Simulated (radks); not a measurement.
# Ionisation of Pb⁺: one atom, several choices of relativity

Aim: the ionisation energy of Pb⁺ ([Hg] 6p1) to Pb²⁺ ([Hg]) for each choice of relativity, and which comes nearest the tabulated value.

The numbers are computed with radks (a radial shooting solver on a logarithmic mesh, Libxc functionals) version 1 (Kohn-Sham, PBE, spin-unpolarised, spherical densities), except any that are marked as measured or tabulated.

### Step 1. What is computed

```
element       : lead (Z = 82)
charge        : +1
electrons     : 81
configuration : [Hg] 6p1
ion           : Pb²⁺, [Hg]
choices       : non-relativistic; scalar-relativistic; Dirac, 2j+1 shares; Dirac, low j first; scalar-relativistic, finite nucleus; Dirac, 2j+1 shares, finite nucleus; Dirac, c × 3; Dirac, c × 5; Dirac, c × 0.85
```

### Step 2. non-relativistic: Pb⁺

Settings of this run:

```text
Z 82
configuration [Hg] 6p1 7s0 5f0
relativity non-relativistic
functional pbe,pbe
spin unpolarised
nucleus point
```

### Step 3. non-relativistic: Pb²⁺

Settings of this run:

```text
Z 82
configuration [Hg]
relativity non-relativistic
functional pbe,pbe
spin unpolarised
nucleus point
```

### Step 4. scalar-relativistic: Pb⁺

Settings of this run:

```text
Z 82
configuration [Hg] 6p1 7s0 5f0
relativity scalar-relativistic
functional pbe,pbe
spin unpolarised
nucleus point
c 137.035999084
```

### Step 5. scalar-relativistic: Pb²⁺

Settings of this run:

```text
Z 82
configuration [Hg]
relativity scalar-relativistic
functional pbe,pbe
spin unpolarised
nucleus point
c 137.035999084
```

### Step 6. Dirac, 2j+1 shares: Pb⁺

Settings of this run:

```text
Z 82
configuration [Hg] 6p1 7s0 5f0
relativity Dirac
functional pbe,pbe
spin unpolarised
j_filling average
nucleus point
c 137.035999084
```

### Step 7. Dirac, 2j+1 shares: Pb²⁺

Settings, as their differences from step 6:

```diff
@@ -1,3 +1,3 @@
 Z 82
-configuration [Hg] 6p1 7s0 5f0
+configuration [Hg]
 relativity Dirac
```

### Step 8. Dirac, low j first: Pb⁺

Settings of this run:

```text
Z 82
configuration [Hg] 6p1 7s0 5f0
relativity Dirac
functional pbe,pbe
spin unpolarised
j_filling energy
nucleus point
c 137.035999084
```

### Step 9. Dirac, low j first: Pb²⁺

Settings, as their differences from step 8:

```diff
@@ -1,3 +1,3 @@
 Z 82
-configuration [Hg] 6p1 7s0 5f0
+configuration [Hg]
 relativity Dirac
```

### Step 10. scalar-relativistic, finite nucleus: Pb⁺

Settings of this run:

```text
Z 82
configuration [Hg] 6p1 7s0 5f0
relativity scalar-relativistic
functional pbe,pbe
spin unpolarised
nucleus finite rms 5.5012 fm
c 137.035999084
```

### Step 11. scalar-relativistic, finite nucleus: Pb²⁺

Settings, as their differences from step 10:

```diff
@@ -1,3 +1,3 @@
 Z 82
-configuration [Hg] 6p1 7s0 5f0
+configuration [Hg]
 relativity scalar-relativistic
```

### Step 12. Dirac, 2j+1 shares, finite nucleus: Pb⁺

Settings of this run:

```text
Z 82
configuration [Hg] 6p1 7s0 5f0
relativity Dirac
functional pbe,pbe
spin unpolarised
j_filling average
nucleus finite rms 5.5012 fm
c 137.035999084
```

### Step 13. Dirac, 2j+1 shares, finite nucleus: Pb²⁺

Settings, as their differences from step 12:

```diff
@@ -1,3 +1,3 @@
 Z 82
-configuration [Hg] 6p1 7s0 5f0
+configuration [Hg]
 relativity Dirac
```

### Step 14. Dirac, c × 3: Pb⁺

Settings of this run:

```text
Z 82
configuration [Hg] 6p1 7s0 5f0
relativity Dirac
functional pbe,pbe
spin unpolarised
j_filling average
nucleus point
c 411.108
```

### Step 15. Dirac, c × 3: Pb²⁺

Settings, as their differences from step 14:

```diff
@@ -1,3 +1,3 @@
 Z 82
-configuration [Hg] 6p1 7s0 5f0
+configuration [Hg]
 relativity Dirac
```

### Step 16. Dirac, c × 5: Pb⁺

Settings of this run:

```text
Z 82
configuration [Hg] 6p1 7s0 5f0
relativity Dirac
functional pbe,pbe
spin unpolarised
j_filling average
nucleus point
c 685.18
```

### Step 17. Dirac, c × 5: Pb²⁺

Settings, as their differences from step 16:

```diff
@@ -1,3 +1,3 @@
 Z 82
-configuration [Hg] 6p1 7s0 5f0
+configuration [Hg]
 relativity Dirac
```

### Step 18. Dirac, c × 0.85: Pb⁺

Settings of this run:

```text
Z 82
configuration [Hg] 6p1 7s0 5f0
relativity Dirac
functional pbe,pbe
spin unpolarised
j_filling average
nucleus point
c 116.4806
```

### Step 19. Dirac, c × 0.85: Pb²⁺

Settings, as their differences from step 18:

```diff
@@ -1,3 +1,3 @@
 Z 82
-configuration [Hg] 6p1 7s0 5f0
+configuration [Hg]
 relativity Dirac
```

Before running it: what results should come out? Wanted: for each run, relativity; E(Pb⁺); Δ-SCF; −ε(HOMO); <r> HOMO; error.

As calculated:

```
                         relativity  E(Pb⁺) (hartree)  Δ-SCF (eV)  −ε(HOMO) (eV)  <r> HOMO (bohr)  error (eV)
                   non-relativistic       -19527.4695      13.395          9.914            3.087       -1.64
                scalar-relativistic       -20881.6663      13.445          9.857            3.015       -1.59
                 Dirac, 2j+1 shares       -20928.3181      13.605          9.375            3.118       -1.43
                 Dirac, low j first       -20928.3630      14.828         10.936            2.786       -0.20
scalar-relativistic, finite nucleus       -20875.8179      13.447          9.859            3.015       -1.59
 Dirac, 2j+1 shares, finite nucleus       -20922.3935      13.608          9.377            3.117       -1.42
                       Dirac, c × 3       -19658.1302      13.408          9.861            3.089       -1.62
                       Dirac, c × 5       -19573.9476      13.399          9.895            3.088       -1.63
                    Dirac, c × 0.85       -21662.7889      13.790          9.128            3.141       -1.24
```

**Reading.** The NIST Atomic Spectra Database lists 15.032 eV (measured). The smallest miss is that of Dirac, low j first (-0.20 eV), the largest that of non-relativistic (-1.64 eV). Runs with a scaled speed of light are not ranked. The ionisation energies span 1.43 eV, the total energies of Pb⁺ 58105 eV (scaled speeds of light included): most of the change in the total cancels in the difference. From the non-relativistic level to Dirac, 2j+1 shares, finite nucleus the 1s level goes from -79003 to -87925 eV and the ionisation energy moves by +0.21 eV. Levels marked c × scale the speed of light and are no model of nature. Spin polarisation and multiplet splitting of open shells are left out at every level.
